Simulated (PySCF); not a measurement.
# A gas-phase reaction: AlCl2F + CH4 → CH3AlCl2 + FH

Wanted: the reaction energy for `[F][Al]([Cl])[Cl]` + `C` → `[CH3][Al]([Cl])[Cl]` + `F`.

Computed with PySCF 2.14.0; each step states its level. No surroundings beyond the atoms listed, unless a continuum is named. Atoms count from 0, parts from 1.

## Step 1: The system as given

Each species was relaxed by itself at PBE0-D3(BJ)/def2-SVPD.

## Step 2: Energies of the species: wB97M-D3(BJ)/def2-TZVPD

The job: settings as JSON, then the geometry in Å.

```
{"job": {"kind": "react", "xc": "wB97M-D3(BJ)", "basis": "def2-TZVPD"}, "charge": 0, "multiplicity": 1}
-1 AlCl2F charge 0 multiplicity 1
F     -0.000100    -1.038630    -1.426850
Al    -0.003210    -0.068360    -0.081710
Cl    -1.149270    -0.613390     1.565630
Cl     1.134770     1.671700    -0.076700

-1 CH4 charge 0 multiplicity 1
C     -0.002560     0.000110    -0.000910
H     -0.537130     0.830520     0.476600
H     -0.674210    -0.513360    -0.699930
H      0.335880    -0.706570     0.766840
H      0.865240     0.389840    -0.547190

+1 CH3AlCl2 charge 0 multiplicity 1
C     -0.098520     0.585640    -0.775880
Al     0.100760    -0.554330     0.767750
Cl    -0.033820    -2.653110     0.608600
Cl     0.460150     0.205800     2.701660
H      0.005070     1.649810    -0.521330
H      0.652360     0.333460    -1.541070
H     -1.086480     0.433570    -1.238870

+1 FH charge 0 multiplicity 1
F      0.453800    -0.003100     0.075800
H     -0.453800     0.003100    -0.075800
```

Level: wB97M-D3(BJ)/def2-TZVPD reaction energy of separated species, gas phase.

Command:

```
> OMP_NUM_THREADS=1 python cluster_run.py task.json out
```

The driver reads the jobs from task.json and runs them one after another.

What it wrote:

```text
species 1 (AlCl2F)
coarse grid: 24288 points
cycle   1  E = -1263.0447828226  dE =  1.807e-01  |g| = 6.537e-01  |ddm| = 1.844e+00
cycle   2  E = -1263.0424348538  dE =  2.348e-03  |g| = 7.939e-01  |ddm| = 9.233e-01
cycle   3  E = -1263.1332346819  dE = -9.080e-02  |g| = 5.842e-02  |ddm| = 4.265e-01
cycle   4  E = -1263.1340560186  dE = -8.213e-04  |g| = 2.702e-02  |ddm| = 7.619e-02
cycle   5  E = -1263.1342234162  dE = -1.674e-04  |g| = 3.717e-03  |ddm| = 2.028e-02
cycle   6  E = -1263.1342342332  dE = -1.082e-05  |g| = 8.945e-04  |ddm| = 8.238e-03
cycle   7  E = -1263.1342347903  dE = -5.571e-07  |g| = 2.139e-04  |ddm| = 1.632e-03
final grid: 46992 points
cycle   8  E = -1263.1343402037  dE = -2.021e-07  |g| = 2.408e-04  |ddm| = 1.892e-03
cycle   9  E = -1263.1343402120  dE = -8.370e-09  |g| = 2.035e-04  |ddm| = 2.980e-04
cycle  10  E = -1263.1343402183  dE = -6.301e-09  |g| = 3.790e-05  |ddm| = 1.197e-04
cycle  11  E = -1263.1343402188  dE = -5.093e-10  |g| = 1.931e-05  |ddm| = 4.732e-05
converged SCF energy = -1263.1343402188

species 2 (CH4)
coarse grid: 15072 points
cycle   1  E = -40.5278914853  dE = -1.934e-01  |g| = 1.334e-01  |ddm| = 1.251e+00
cycle   2  E = -40.5303043054  dE = -2.413e-03  |g| = 8.952e-02  |ddm| = 1.943e-01
cycle   3  E = -40.5321693256  dE = -1.865e-03  |g| = 5.682e-03  |ddm| = 4.933e-02
cycle   4  E = -40.5321790517  dE = -9.726e-06  |g| = 3.954e-04  |ddm| = 1.281e-02
final grid: 32696 points
cycle   5  E = -40.5321639582  dE = -1.007e-07  |g| = 9.801e-05  |ddm| = 2.231e-03
cycle   6  E = -40.5321639649  dE = -6.724e-09  |g| = 3.202e-05  |ddm| = 6.682e-04
cycle   7  E = -40.5321639655  dE = -5.824e-10  |g| = 1.634e-05  |ddm| = 2.125e-04
converged SCF energy = -40.5321639655

species 3 (CH3AlCl2)
coarse grid: 31584 points
cycle   1  E = -1203.0505062892  dE =  1.473e-01  |g| = 3.749e-01  |ddm| = 2.250e+00
cycle   2  E = -1203.0785984901  dE = -2.809e-02  |g| = 2.864e-01  |ddm| = 8.583e-01
cycle   3  E = -1203.0965525827  dE = -1.795e-02  |g| = 2.286e-02  |ddm| = 3.031e-01
cycle   4  E = -1203.0967969965  dE = -2.444e-04  |g| = 6.694e-03  |ddm| = 4.971e-02
cycle   5  E = -1203.0968299626  dE = -3.297e-05  |g| = 2.395e-03  |ddm| = 2.198e-02
cycle   6  E = -1203.0968321242  dE = -2.162e-06  |g| = 7.071e-04  |ddm| = 2.949e-03
final grid: 62712 points
cycle   7  E = -1203.0967984286  dE = -2.361e-07  |g| = 4.264e-04  |ddm| = 3.680e-03
cycle   8  E = -1203.0967984682  dE = -3.956e-08  |g| = 3.449e-04  |ddm| = 7.778e-04
cycle   9  E = -1203.0967984973  dE = -2.912e-08  |g| = 4.071e-05  |ddm| = 2.818e-04
cycle  10  E = -1203.0967984994  dE = -2.152e-09  |g| = 1.221e-05  |ddm| = 1.595e-04
cycle  11  E = -1203.0967984995  dE = -4.343e-11  |g| = 1.933e-06  |ddm| = 1.747e-05
converged SCF energy = -1203.0967984995

species 4 (FH)
coarse grid: 7776 points
cycle   1  E = -100.4688241601  dE = -9.408e-02  |g| = 4.644e-01  |ddm| = 6.197e-01
cycle   2  E = -100.4725049364  dE = -3.681e-03  |g| = 5.038e-01  |ddm| = 3.808e-01
cycle   3  E = -100.5053198474  dE = -3.281e-02  |g| = 2.574e-02  |ddm| = 1.678e-01
cycle   4  E = -100.5053958255  dE = -7.598e-05  |g| = 5.006e-03  |ddm| = 1.077e-02
cycle   5  E = -100.5054004667  dE = -4.641e-06  |g| = 4.334e-04  |ddm| = 3.766e-03
final grid: 16976 points
cycle   6  E = -100.5053936972  dE = -6.453e-08  |g| = 1.043e-04  |ddm| = 8.246e-04
cycle   7  E = -100.5053937007  dE = -3.468e-09  |g| = 7.761e-05  |ddm| = 2.172e-04
cycle   8  E = -100.5053937015  dE = -7.904e-10  |g| = 2.120e-05  |ddm| = 3.721e-05
converged SCF energy = -100.5053937015

Reaction energy = 39.651 kcal/mol
```

Wall time 35 s (1 thread of Arm Neoverse N1, shared host); peak memory 0.72 GiB.

Species by species (with the dispersion term, which the log's SCF energies lack):

| ν | species | energy (Eh) | HOMO (eV) |
| --- | --- | --- | --- |
| -1 | [F][Al]([Cl])[Cl] | -1263.13758 | -12.02 |
| -1 | C | -40.53455 | -13.46 |
| +1 | [CH3][Al]([Cl])[Cl] | -1203.10331 | -11.21 |
| +1 | F | -100.50563 | -14.54 |

## Step 3: Energies of the species: PBE0-D3(BJ)/def2-TZVPD

The job, as its differences from that of step 2:

```diff
@@ -1,2 +1,2 @@
-{"job": {"kind": "react", "xc": "wB97M-D3(BJ)", "basis": "def2-TZVPD"}, "charge": 0, "multiplicity": 1}
+{"job": {"kind": "react", "xc": "PBE0", "basis": "def2-TZVPD", "disp": "d3bj"}, "charge": 0, "multiplicity": 1}
 -1 AlCl2F charge 0 multiplicity 1
```

With the program's defaults for keys left out, this is: PBE0-D3(BJ)/def2-TZVPD reaction energy of separated species, gas phase.

What it wrote:

```text
species 1 (AlCl2F)
coarse grid: 5960 points
cycle   1  E = -1262.3773986692  dE =  2.192e-01  |g| = 6.637e-01  |ddm| = 1.944e+00
cycle   2  E = -1262.2488036954  dE =  1.286e-01  |g| = 1.149e+00  |ddm| = 1.145e+00
cycle   3  E = -1262.4572570110  dE = -2.085e-01  |g| = 8.824e-02  |ddm| = 6.726e-01
cycle   4  E = -1262.4587960573  dE = -1.539e-03  |g| = 3.755e-02  |ddm| = 1.063e-01
cycle   5  E = -1262.4590397596  dE = -2.437e-04  |g| = 6.394e-03  |ddm| = 2.638e-02
cycle   6  E = -1262.4590488940  dE = -9.134e-06  |g| = 2.256e-03  |ddm| = 6.063e-03
final grid: 46992 points
cycle   7  E = -1262.4640696376  dE = -2.979e-05  |g| = 5.007e-03  |ddm| = 1.581e-02
cycle   8  E = -1262.4640675536  dE =  2.084e-06  |g| = 5.518e-03  |ddm| = 7.896e-03
cycle   9  E = -1262.4640741347  dE = -6.581e-06  |g| = 6.019e-04  |ddm| = 4.553e-03
cycle  10  E = -1262.4640741917  dE = -5.703e-08  |g| = 2.092e-04  |ddm| = 3.321e-04
cycle  11  E = -1262.4640741982  dE = -6.429e-09  |g| = 4.821e-05  |ddm| = 1.503e-04
cycle  12  E = -1262.4640741987  dE = -5.025e-10  |g| = 8.022e-06  |ddm| = 3.467e-05
converged SCF energy = -1262.4640741987

species 2 (CH4)
coarse grid: 3568 points
cycle   1  E = -40.4582519312  dE = -2.007e-01  |g| = 2.715e-01  |ddm| = 1.402e+00
cycle   2  E = -40.4546085494  dE =  3.643e-03  |g| = 2.993e-01  |ddm| = 3.087e-01
cycle   3  E = -40.4774157836  dE = -2.281e-02  |g| = 2.106e-03  |ddm| = 1.505e-01
cycle   4  E = -40.4774166050  dE = -8.214e-07  |g| = 2.131e-04  |ddm| = 2.637e-03
final grid: 32696 points
cycle   5  E = -40.4741150382  dE = -1.392e-05  |g| = 4.485e-03  |ddm| = 5.570e-02
cycle   6  E = -40.4741140119  dE =  1.026e-06  |g| = 4.895e-03  |ddm| = 5.856e-03
cycle   7  E = -40.4741198338  dE = -5.822e-06  |g| = 3.849e-05  |ddm| = 2.483e-03
cycle   8  E = -40.4741198342  dE = -4.242e-10  |g| = 8.929e-06  |ddm| = 7.399e-05
converged SCF energy = -40.4741198342

species 3 (CH3AlCl2)
coarse grid: 7824 points
cycle   1  E = -1202.4297528298  dE =  1.098e-01  |g| = 4.465e-01  |ddm| = 2.403e+00
cycle   2  E = -1202.4204866149  dE =  9.266e-03  |g| = 5.029e-01  |ddm| = 1.107e+00
cycle   3  E = -1202.4828095333  dE = -6.232e-02  |g| = 3.677e-02  |ddm| = 5.217e-01
cycle   4  E = -1202.4830677411  dE = -2.582e-04  |g| = 1.598e-02  |ddm| = 4.720e-02
cycle   5  E = -1202.4831302434  dE = -6.250e-05  |g| = 1.748e-03  |ddm| = 1.680e-02
cycle   6  E = -1202.4831308073  dE = -5.639e-07  |g| = 9.003e-04  |ddm| = 2.553e-03
final grid: 62712 points
cycle   7  E = -1202.4816055820  dE = -2.148e-05  |g| = 6.162e-03  |ddm| = 8.705e-02
cycle   8  E = -1202.4816018323  dE =  3.750e-06  |g| = 7.030e-03  |ddm| = 1.003e-02
cycle   9  E = -1202.4816140036  dE = -1.217e-05  |g| = 5.783e-04  |ddm| = 5.879e-03
cycle  10  E = -1202.4816140652  dE = -6.161e-08  |g| = 1.042e-04  |ddm| = 5.860e-04
cycle  11  E = -1202.4816140675  dE = -2.315e-09  |g| = 3.530e-05  |ddm| = 1.424e-04
cycle  12  E = -1202.4816140678  dE = -3.256e-10  |g| = 8.037e-06  |ddm| = 3.965e-05
converged SCF energy = -1202.4816140678

species 4 (FH)
coarse grid: 1712 points
cycle   1  E = -100.3538656519  dE = -3.608e-02  |g| = 4.956e-01  |ddm| = 6.253e-01
cycle   2  E = -100.3143586224  dE =  3.951e-02  |g| = 7.428e-01  |ddm| = 5.125e-01
cycle   3  E = -100.3935754398  dE = -7.922e-02  |g| = 2.285e-02  |ddm| = 2.891e-01
cycle   4  E = -100.3936510363  dE = -7.560e-05  |g| = 4.203e-03  |ddm| = 9.787e-03
cycle   5  E = -100.3936530190  dE = -1.983e-06  |g| = 3.547e-04  |ddm| = 1.247e-03
final grid: 16976 points
cycle   6  E = -100.3948397280  dE = -1.844e-05  |g| = 3.868e-03  |ddm| = 7.217e-03
cycle   7  E = -100.3948379388  dE =  1.789e-06  |g| = 5.309e-03  |ddm| = 3.246e-03
cycle   8  E = -100.3948417498  dE = -3.811e-06  |g| = 1.020e-04  |ddm| = 1.946e-03
cycle   9  E = -100.3948417512  dE = -1.353e-09  |g| = 1.799e-05  |ddm| = 4.016e-05
cycle  10  E = -100.3948417512  dE = -4.910e-11  |g| = 3.012e-06  |ddm| = 1.029e-05
converged SCF energy = -100.3948417512

Reaction energy = 37.907 kcal/mol
```

Run time: 17 s. Hardware: 1 thread of Arm Neoverse N1, shared host; peak memory 0.62 GiB.

Reaction energy at this level: 37.91 kcal/mol.

## Step 4: Reaction energy: MP2/def2-TZVPD

The job, as its differences from that of step 3:

```diff
@@ -1,2 +1,2 @@
-{"job": {"kind": "react", "xc": "PBE0", "basis": "def2-TZVPD", "disp": "d3bj"}, "charge": 0, "multiplicity": 1}
+{"job": {"kind": "react", "xc": "MP2", "basis": "def2-TZVPD"}, "charge": 0, "multiplicity": 1}
 -1 AlCl2F charge 0 multiplicity 1
```

With the program's defaults for keys left out, this is: MP2/def2-TZVPD reaction energy of separated species, gas phase.

What it wrote:

```text
species 1 (AlCl2F)
final grid: 46992 points
cycle   1  E = -1260.5933449348  dE =  1.134e-01  |g| = 5.780e-01  |ddm| = 1.820e+00
cycle   2  E = -1260.6460474737  dE = -5.270e-02  |g| = 3.841e-01  |ddm| = 6.197e-01
cycle   3  E = -1260.6679419184  dE = -2.189e-02  |g| = 3.477e-02  |ddm| = 2.204e-01
cycle   4  E = -1260.6684325243  dE = -4.906e-04  |g| = 1.387e-02  |ddm| = 5.991e-02
cycle   5  E = -1260.6684949937  dE = -6.247e-05  |g| = 3.164e-03  |ddm| = 1.409e-02
cycle   6  E = -1260.6685007494  dE = -5.756e-06  |g| = 7.304e-04  |ddm| = 5.389e-03
cycle   7  E = -1260.6685011447  dE = -3.953e-07  |g| = 1.984e-04  |ddm| = 1.166e-03
cycle   8  E = -1260.6685011712  dE = -2.653e-08  |g| = 4.490e-05  |ddm| = 3.192e-04
cycle   9  E = -1260.6685011728  dE = -1.575e-09  |g| = 1.258e-05  |ddm| = 6.813e-05
cycle  10  E = -1260.6685011729  dE = -1.239e-10  |g| = 2.733e-06  |ddm| = 2.175e-05
converged SCF energy = -1260.6685011729

species 2 (CH4)
final grid: 32696 points
cycle   1  E = -40.2047132652  dE = -1.974e-01  |g| = 1.529e-01  |ddm| = 1.221e+00
cycle   2  E = -40.2121418861  dE = -7.429e-03  |g| = 3.682e-02  |ddm| = 2.041e-01
cycle   3  E = -40.2127048452  dE = -5.630e-04  |g| = 6.405e-03  |ddm| = 3.827e-02
cycle   4  E = -40.2127179462  dE = -1.310e-05  |g| = 1.642e-03  |ddm| = 1.100e-02
cycle   5  E = -40.2127194720  dE = -1.526e-06  |g| = 2.165e-04  |ddm| = 6.917e-03
cycle   6  E = -40.2127195052  dE = -3.320e-08  |g| = 2.839e-05  |ddm| = 1.798e-03
cycle   7  E = -40.2127195056  dE = -4.270e-10  |g| = 1.324e-06  |ddm| = 7.251e-05
converged SCF energy = -40.2127195056

species 3 (CH3AlCl2)
final grid: 62712 points
cycle   1  E = -1200.6935401970  dE =  1.677e-01  |g| = 3.640e-01  |ddm| = 2.127e+00
cycle   2  E = -1200.7373963581  dE = -4.386e-02  |g| = 1.676e-01  |ddm| = 7.168e-01
cycle   3  E = -1200.7444220181  dE = -7.026e-03  |g| = 3.480e-02  |ddm| = 2.048e-01
cycle   4  E = -1200.7450406793  dE = -6.187e-04  |g| = 7.205e-03  |ddm| = 7.566e-02
cycle   5  E = -1200.7450754739  dE = -3.479e-05  |g| = 1.800e-03  |ddm| = 1.846e-02
cycle   6  E = -1200.7450778599  dE = -2.386e-06  |g| = 7.153e-04  |ddm| = 5.951e-03
cycle   7  E = -1200.7450781667  dE = -3.067e-07  |g| = 1.871e-04  |ddm| = 1.441e-03
cycle   8  E = -1200.7450781978  dE = -3.115e-08  |g| = 4.414e-05  |ddm| = 5.476e-04
cycle   9  E = -1200.7450781988  dE = -1.035e-09  |g| = 1.343e-05  |ddm| = 1.109e-04
cycle  10  E = -1200.7450781990  dE = -1.185e-10  |g| = 3.056e-06  |ddm| = 4.764e-05
converged SCF energy = -1200.7450781990

species 4 (FH)
final grid: 16976 points
cycle   1  E = -100.0371193947  dE = -1.649e-01  |g| = 4.007e-01  |ddm| = 6.032e-01
cycle   2  E = -100.0578872436  dE = -2.077e-02  |g| = 2.336e-01  |ddm| = 2.533e-01
cycle   3  E = -100.0646337842  dE = -6.747e-03  |g| = 2.356e-02  |ddm| = 8.092e-02
cycle   4  E = -100.0647512170  dE = -1.174e-04  |g| = 6.199e-03  |ddm| = 1.253e-02
cycle   5  E = -100.0647669300  dE = -1.571e-05  |g| = 1.459e-03  |ddm| = 5.122e-03
cycle   6  E = -100.0647682031  dE = -1.273e-06  |g| = 2.290e-04  |ddm| = 1.848e-03
cycle   7  E = -100.0647682375  dE = -3.439e-08  |g| = 1.958e-05  |ddm| = 4.211e-04
cycle   8  E = -100.0647682377  dE = -1.855e-10  |g| = 2.360e-06  |ddm| = 2.495e-05
converged SCF energy = -100.0647682377

Reaction energy = 40.885 kcal/mol
```

Run time: 9.1 s. Hardware: 1 thread of Arm Neoverse N1, shared host; peak memory 0.49 GiB.

Reaction energy at this level: 40.88 kcal/mol.

## Step 5: Side by side

Energies in kcal/mol, with wall time:

| run | reaction | time |
| --- | --- | --- |
| wB97M-D3(BJ)/def2-TZVPD | 39.65 | 35 s |
| PBE0-D3(BJ)/def2-TZVPD | 37.91 | 17 s |
| MP2/def2-TZVPD | 40.88 | 9.1 s |

## Step 6: Results

| quantity | value |
| --- | --- |
| reaction energy (wB97M-D3(BJ)/def2-TZVPD) | 39.65 kcal/mol |
| ΔH, ΔG at 298 K (xTB thermal terms) | +37.6, +36.2 kcal/mol |
| range of the reaction energy over the runs of this table | 37.91 to 40.88 kcal/mol |

The reaction is endothermic by 37.6 kcal/mol in the gas phase; dispersion gives -0.70, and xTB itself gave 65.63 for the electronic energy (xTB energies and thermal terms come from the earlier relaxation of each species, not shown). No barrier was sought. xTB and this level differ widely in the electronic energy, so what comes from xTB (the thermal terms above all) is less safe here. The reaction energy runs from 37.91 (PBE0-D3(BJ)/def2-TZVPD) to 40.88 kcal/mol (MP2/def2-TZVPD).
